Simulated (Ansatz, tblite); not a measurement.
# Ga(IMe)F3 (C5H8F3GaN2): one state, many levels

One table from this session's results is given with a row withheld; the runs are named, their logs left out.

The runs use Ansatz 0.2.0, Gaussian basis; as each input shows.

Plan: GFN1-xTB, GFN2-xTB, PBE-D4/def2-TZVP, r2SCAN-D4/def2-TZVP, B97M-V/def2-TZVP, ωB97M-V/def2-TZVP, PBE-D4/def2-SVP, PBE0-D4/def2-SVP, MP2/def2-SVP.

2 further runs of the same task are left out: 2 set aside as unsound or not needed. Runs told in other sessions of the task aren't counted.

### The relaxed structure

The geometry is that of the singlet, from an earlier relaxation (PBE-D4/def2-SVP).

19 atoms, charge 0, spin multiplicity 1.

Bond lengths: Ga1–C2 2.037 Å, Ga1–F17 1.803 Å, Ga1–F18 1.803 Å, Ga1–F19 1.783 Å, C2–N3 1.358 Å, C2–N7 1.358 Å, N3–C4 1.462 Å, N3–C5 1.384 Å, C4–H9 1.108 Å, C4–H10 1.106 Å, C4–H11 1.110 Å, C5–C6 1.374 Å, C5–H12 1.094 Å, C6–N7 1.384 Å, C6–H13 1.094 Å, N7–C8 1.462 Å, C8–H14 1.109 Å, C8–H15 1.106 Å and more. Angles: C2–Ga1–F17 103.8°, C2–Ga1–F18 103.9°, C2–Ga1–F19 109.4°, F17–Ga1–F18 114.9°, F17–Ga1–F19 112.0°, F18–Ga1–F19 112.0°, Ga1–C2–N3 127.1°, Ga1–C2–N7 126.9°, N3–C2–N7 106.0°, C2–N3–C4 123.8°, C2–N3–C5 110.3°, C4–N3–C5 125.8°, N3–C4–H9 110.2°, N3–C4–H10 109.4°, N3–C4–H11 107.8°, H9–C4–H10 109.5°, H9–C4–H11 110.1°, H10–C4–H11 109.8° and more.

PBE0-D4/def2-TZVP was run before; its log isn't repeated, and its numbers join the tables.

The first run:

Tight binding, by tblite at 300 K electronic temperature and without a spin-polarisation term:

```python
tblite.interface.Calculator('GFN1-xTB', numbers, positions, charge=0, uhf=0).singlepoint()
```

Tight binding, by tblite at 300 K electronic temperature and without a spin-polarisation term:

```python
tblite.interface.Calculator('GFN2-xTB', numbers, positions, charge=0, uhf=0).singlepoint()
```

start.molden holds the orbitals of an earlier run on this state, given as this run's starting guess.

in.yaml reads:

```yaml
crystal:
  periodic: [false, false, false]
  atoms:
    - {symbol: Ga, position_ang: [-0.007565, -0.011056, -2.258952]}
    - {symbol: C, position_ang: [0.006356, 0.001486, -0.221785]}
    - {symbol: N, position_ang: [-0.249389, 1.057754, 0.592069]}
    - {symbol: C, position_ang: [-0.558158, 2.402720, 0.107702]}
    - {symbol: C, position_ang: [-0.179060, 0.670919, 1.919300]}
    - {symbol: C, position_ang: [0.134727, -0.667111, 1.923725]}
    - {symbol: N, position_ang: [0.244971, -1.053341, 0.599015]}
    - {symbol: C, position_ang: [0.566593, -2.398612, 0.124351]}
    - {symbol: H, position_ang: [-1.646202, 2.596727, 0.185069]}
    - {symbol: H, position_ang: [-0.007162, 3.147151, 0.712693]}
    - {symbol: H, position_ang: [-0.234059, 2.464927, -0.951605]}
    - {symbol: H, position_ang: [-0.343966, 1.370155, 2.744598]}
    - {symbol: H, position_ang: [0.296413, -1.361448, 2.753780]}
    - {symbol: H, position_ang: [0.893786, -2.316810, -0.932597]}
    - {symbol: H, position_ang: [1.384892, -2.819211, 0.738432]}
    - {symbol: H, position_ang: [-0.324065, -3.053376, 0.197305]}
    - {symbol: F, position_ang: [1.188046, -1.289235, -2.690133]}
    - {symbol: F, position_ang: [0.480114, 1.665999, -2.704704]}
    - {symbol: F, position_ang: [-1.646283, -0.407629, -2.838243]}
basis:
  gaussian: {orbitals: def2-TZVP, initial_orbitals: start.molden}
hamiltonian: {xc: pbe, dispersion: d4}
scf: {omitted_lower_state_checks: [starts]}
output: {orbitals: {seedname: orbitals}}
```

The run is started by

```sh
ansatz run in.yaml --threads 4 --pin off --events-out ev --progress --plain --max-ram 6963MiB
```

Steps of the session up to this table: PBE-D4/def2-TZVP; r2SCAN-D4/def2-TZVP; B97M-V/def2-TZVP; ωB97M-V/def2-TZVP; PBE-D4/def2-SVP; PBE0-D4/def2-SVP; MP2/def2-SVP.

One of the session's tables, all rows but one given; the rest of the session is left out.

It belongs to the step «Binding energy». 

| level | binding an atom (eV) |
| --- | --- |
| HF/def2-SVP | 3.128 |
| PBE-D4/def2-SVP | 4.570 |
| PBE-D4/def2-TZVP | ? |
| r2SCAN-D4/def2-TZVP | 4.360 |
| B97M-V/def2-TZVP | 4.331 |
| PBE0-D4/def2-SVP | 4.444 |
| PBE0-D4/def2-TZVP | 4.376 |
| ωB97M-V/def2-TZVP | 4.350 |
| MP2/def2-SVP | 4.274 |

Estimate the missing values for PBE-D4/def2-TZVP.

The run gave: binding an atom (eV): 4.497. In the column «binding an atom (eV)» it lies between PBE0-D4/def2-SVP (4.444) and PBE-D4/def2-SVP (4.570).

To keep in mind: Free atoms were run apart at each level; binding is atoms less cluster, divided by the number of atoms, without zero-point or spin-orbit terms.
